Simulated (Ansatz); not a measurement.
# SiNi (rocksalt type): the cost of one run

Program: Ansatz 0.2.0. Level of theory: DFT PBEsol, with the methods named in each step. These are calculated values, not measurements.

1 further run of the same task is left out (it didn't finish).

### Step 1. The system as given

The structure is cubic, space group Fm-3m (No. 225). The conventional cell has a = 4.684 Å, b = 4.684 Å, c = 4.684 Å, α = 90.00°, β = 90.00°, γ = 90.00°. Ni (site symmetry m-3m) is surrounded by 6 Si at 2.34 Å. Around Si (site symmetry m-3m) lie 6 Ni at 2.34 Å.

As a file:

```cif
data_structure
_symmetry_space_group_name_H-M 'P 1'
_symmetry_Int_Tables_number 1
_cell_length_a 3.3119
_cell_length_b 3.3119
_cell_length_c 3.3119
_cell_angle_alpha 60.000
_cell_angle_beta 60.000
_cell_angle_gamma 60.000
_cell_volume 25.69
loop_
_atom_site_label
_atom_site_type_symbol
_atom_site_fract_x
_atom_site_fract_y
_atom_site_fract_z
_atom_site_occupancy
Ni1 Ni 0.00000 0.00000 0.00000 1
Si1 Si 0.50000 0.50000 0.50000 1
```

Whether this phase is the stable one at these pressures isn't tested.

Atoms are numbered in the order of the input: Ni1, Si2.

### Step 2. The reference volume, LAPW

File input.yaml:

```yaml
crystal:
  lattice:
    - [0.0, 2.3418742327, 2.3418742327]
    - [2.3418742327, 0.0, 2.3418742327]
    - [2.3418742327, 2.3418742327, 0.0]
  atoms:
    - { symbol: Ni, position: [0.0, 0.0, 0.0] }
    - { symbol: Si, position: [0.5, 0.5, 0.5] }
kpoints:
  mp_grid: { grid: [14, 14, 14] }
  band_path:
    path:
      - [0.0, 0.0, 0.0]
      - [0.5, 0.0, 0.5]
      - [0.625, 0.25, 0.625]
      - [0.375, 0.375, 0.75]
      - [0.0, 0.0, 0.0]
      - [0.5, 0.5, 0.5]
      - [0.5, 0.25, 0.75]
      - [0.5, 0.0, 0.5]
    npoints: 14
scf:
  occupations: { method: fermi_dirac, width: 0.08 }
hamiltonian:
  xc: pbesol
  pseudopotentials: { kind: all_electron, lapw: { basis_error: 0.001 } }
output:
  forces: true
  stress: true
  eigenvalues: true
  populations: true
  dos: { projected: true, de: 0.2, e_range: [-14, 8] }
```

Launch:

```
$ ansatz run input.yaml --threads 1 --pin off --max-ram 2048MiB --backend cpu --events-out ev --progress --plain --runs-dir out
```

What time and memory should one allow on 1 thread of Intel Xeon 6975P-C (Granite Rapids), shared host?

About 12 s, with a peak of 0.44 GiB.
